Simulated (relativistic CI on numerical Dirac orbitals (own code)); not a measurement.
**In⁴³⁺: how the levels respond to the fine-structure constant and the nuclear radius**

How sensitive are the low transitions of In⁴³⁺ to a change of α? Wanted is q = dE/dx with x = (α/α0)² − 1, and the field-shift factor by the mean square nuclear radius, for the lowest 30 levels.

The numbers are computed with relativistic CI on numerical Dirac orbitals (own code) version 2 (Dirac-Coulomb-Breit CI, KLI orbitals optimised for each configuration, derivatives by finite differences), except any that are marked as measured or tabulated.

**1. Starting point**

```
ion                 : In⁴³⁺ (In XLIV)
nuclear charge      : 49
electrons           : 6
isotope             : A = 115
first configuration : [He] 2s2 2p2
```

Outer shells as boxes (Hund's rule):

[He] 2s2 2p2
```
[He] core
2s [↑↓]
2p [↑ ][↑ ][  ]
```

**2. The run**

Settings, as recorded:

```ini
atom In  Z=49  charge=43  electrons=6
nucleus A=115  rms_radius_fm=4.6156
hamiltonian dirac-coulomb  breit=on  qed=off  c_scale=1
orbitals kli  potential=per-configuration
slater_scale 1
correlation none
mixing on
configurations
  [He] 2s2 2p2
  [He] 2s 2p3
  [He] 2p4
  [He] 2p3 3s
  [He] 2p3 3p
  [He] 2p3 3d
  [He] 2s2 2p 3s
  [He] 2s2 2p 3p
end
derivatives alpha2 +-0.01 radius +-1%
```

Before running it: what results should come out? Wanted: lowest level; largest q in size, lowest 30 levels; largest K in size within the lowest configuration; largest field-shift factor among them.

**Answer**, as computed:

| quantity | value |
| --- | --- |
| lowest level | 2p2 [2p1/2^2] J=0 |
| largest q in size, lowest 30 levels | 8.386e+06 cm⁻¹ (2p4 [2p3/2^4] J=0) |
| largest K in size within the lowest configuration | 2.32 (2p2 3P1) |
| largest field-shift factor among them | -4.63e+03 GHz/fm² (2p4 [2p3/2^4] J=0) |

**Reading.** Among these levels the largest q belongs to 2p4 [2p3/2^4] J=0, a change of configuration. The fine-structure partner 3P1 has K = 2.32, away from the 2 of a pure α² interval, since levels mix. K = 2q/E, the relative sensitivity of a level, hangs on the computed energy: between configurations that lie close it can be off by a factor of several.
